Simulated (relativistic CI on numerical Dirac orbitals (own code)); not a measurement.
# Pm¹⁷⁺: one ion under different settings

How much do the settings matter for Pm¹⁷⁺? One ion, several inputs.

Program: relativistic CI on numerical Dirac orbitals (own code) version 3. Level of theory: Dirac-Coulomb-Breit CI, KLI orbitals optimised for each configuration, model QED (radiative potential, 1s self-energy scaled to tabulated hydrogen-like ionisation energies), numerical settings as typed. These are calculated values, not measurements, unless marked.

## (1) What is computed

```
ion            : Pm¹⁷⁺ (Pm XVIII)
nuclear charge : 61
electrons      : 44
isotope        : A = 145
```

## (2) Usual settings

Settings of the run:

```ini
atom Pm  Z=61  charge=17  electrons=44
nucleus A=145  rms_radius_fm=4.9620
hamiltonian dirac-coulomb  breit=on  qed=on  c_scale=1
orbitals kli  potential=per-configuration
slater_scale 1
correlation none
mixing on
grid step=0.0125 r_max=8.3
scf mixing=0.4 start=green max_iterations=150 tolerance=2e-08 node_fill=0.05
configurations
  [Kr] 4d8
end
```

Run with:

```
python run_levels.py task.json out
```

task.json lists these runs, among others, and the program works through them in turn.

## (3) End of the grid 24.9

Changes to the settings of step 2:

```diff
@@ -7,3 +7,3 @@
 mixing on
-grid step=0.0125 r_max=8.3
+grid step=0.0125 r_max=24.9
 scf mixing=0.4 start=green max_iterations=150 tolerance=2e-08 node_fill=0.05
```

## (4) Node fill 0, start potential thomas-fermi

Changes to the settings of step 3:

```diff
@@ -7,4 +7,4 @@
 mixing on
-grid step=0.0125 r_max=24.9
-scf mixing=0.4 start=green max_iterations=150 tolerance=2e-08 node_fill=0.05
+grid step=0.0125 r_max=8.3
+scf mixing=0.4 start=thomas-fermi max_iterations=150 tolerance=2e-08 node_fill=0
 configurations
```

## (5) End of the grid 4.15, Slater scale 0.5

Settings of the run:

```ini
atom Pm  Z=61  charge=17  electrons=44
nucleus A=145  rms_radius_fm=4.9620
hamiltonian dirac-coulomb  breit=on  qed=on  c_scale=1
orbitals kli  potential=per-configuration
slater_scale 0.5
correlation none
mixing on
grid step=0.0125 r_max=4.15
scf mixing=0.4 start=green max_iterations=150 tolerance=2e-08 node_fill=0.05
configurations
  [Kr] 4d8
end
```

## (6) Slater scale 0.5

Changes to the settings of step 5:

```diff
@@ -7,3 +7,3 @@
 mixing on
-grid step=0.0125 r_max=4.15
+grid step=0.0125 r_max=8.3
 scf mixing=0.4 start=green max_iterations=150 tolerance=2e-08 node_fill=0.05
```

## (7) Nuclear radius 4961.9995

Settings of the run:

```ini
atom Pm  Z=61  charge=17  electrons=44
nucleus A=145  rms_radius_fm=4961.9995
hamiltonian dirac-coulomb  breit=on  qed=on  c_scale=1
orbitals kli  potential=per-configuration
slater_scale 1
correlation none
mixing on
grid step=0.0125 r_max=8.3
scf mixing=0.4 start=green max_iterations=84 tolerance=2e-08 node_fill=0.05
configurations
  [Kr] 4d8
end
```

(Steps that only read results are left out.)

What does the calculation give? Wanted: lowest level, usual settings; total energy; first excitation.

The runs gave:

| setting | total energy less usual (Ha) | largest shift of a level among the lowest eight of both runs, same label and place (cm⁻¹) | SCF iterations | time | lowest level | kind of change |
| --- | --- | --- | --- | --- | --- | --- |
| usual | 0 | 0 | 10 | 0.07 s | 4d8 3F4 | - |
| end of the grid 24.9 | 0 | 0 | 10 | 0.072 s | 4d8 3F4 | numerical |
| node fill 0, start potential thomas-fermi | 0.00762 | 109 | 10 | 0.069 s | 4d8 3F4 | numerical |
| end of the grid 4.15, Slater scale 0.5 | 0.0393 | 24500 | 10 | 0.07 s | 4d8 3F4 | model term |
| Slater scale 0.5 | 0.0393 | 24500 | 10 | 0.071 s | 4d8 3F4 | model term |
| nuclear radius 4961.9995 | 4.47e+03 | 30800 | 11 | 0.072 s | 4d8 3F4 | unsound |

| quantity | value |
| --- | --- |
| lowest level, usual settings | 4d8 3F4 |
| total energy | -9908.1717 Ha |
| first excitation | 21201 cm⁻¹ |

What this shows: Among the runs whose levels can be followed, they move most under «nuclear radius 4961.9995» (unsound), by up to 30800 cm⁻¹. No visible change in the result comes from «end of the grid 24.9». Only the listed configurations are in the model.
